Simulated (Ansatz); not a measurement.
# CuH3Sb: the cost of one run

Computed with Ansatz 0.2.0. Level: RHF/def2-TZVPD.

### 1 Where the work starts

5 atoms, charge 1, spin multiplicity 1.

Atoms are counted from 1 here; the program's logs count them from 0.

Bond lengths: Cu1–Sb2 2.448 Å, Sb2–H3 1.698 Å, Sb2–H4 1.698 Å, Sb2–H5 1.698 Å. Angles: Cu1–Sb2–H3 116.0°, Cu1–Sb2–H4 116.0°, Cu1–Sb2–H5 116.0°, H3–Sb2–H4 102.3°, H3–Sb2–H5 102.3°, H4–Sb2–H5 102.3°.

Geometry (Å):

```
Cu    1.6519    0.6148   -1.6361
Sb   -0.0298   -0.0112    0.0296
H    -1.0281    1.2447    0.5864
H     0.5661   -0.6673    1.4781
H    -1.1602   -1.1810   -0.4580
```

This geometry comes from a loose relaxation at PBE in a small basis, which is not shown.

### 5 The grid

First coordinate, distance Sb2···Cu1: 11 values from 2.244 to 3.644 Å. Second coordinate, turn of Cu1 about Sb2: 11 values from −120 to 120 °.

Nothing else is relaxed (both partners rigid). Energies count from the ion and the molecule far apart, frozen as in the relaxed pair, each in its own basis (no counterpoise correction). Points are written as (first, second).

(The set-up runs are not shown.)

### 6 The run at (2.632 Å, 120°)

input.yaml reads:

```yaml
crystal:
  periodic: [false, false, false]
  atoms:
    - { symbol: Cu, position_ang: [-2.185369, 1.487305, 0.410499] }
    - { symbol: Sb, position_ang: [-0.057894, -0.021515, 0.057319] }
    - { symbol: H, position_ang: [-1.04894, 1.198517, 0.617281] }
    - { symbol: H, position_ang: [0.507752, -0.668236, 1.487705] }
    - { symbol: H, position_ang: [-1.177765, -1.169815, -0.402572] }
total_charge: 1
basis:
  gaussian: { orbitals: def2-TZVPD }
hamiltonian:
  xc: hf
output:
  forces: true
```

Run with:

```bash
> ansatz run input.yaml --threads 1 --pin off --max-ram 2560MiB --backend cpu --events-out ev --progress --plain --runs-dir out
```

What time and memory should one allow on 1 thread of Arm Neoverse N1, shared host?

About 7.1 s, with a peak of 0.27 GiB.
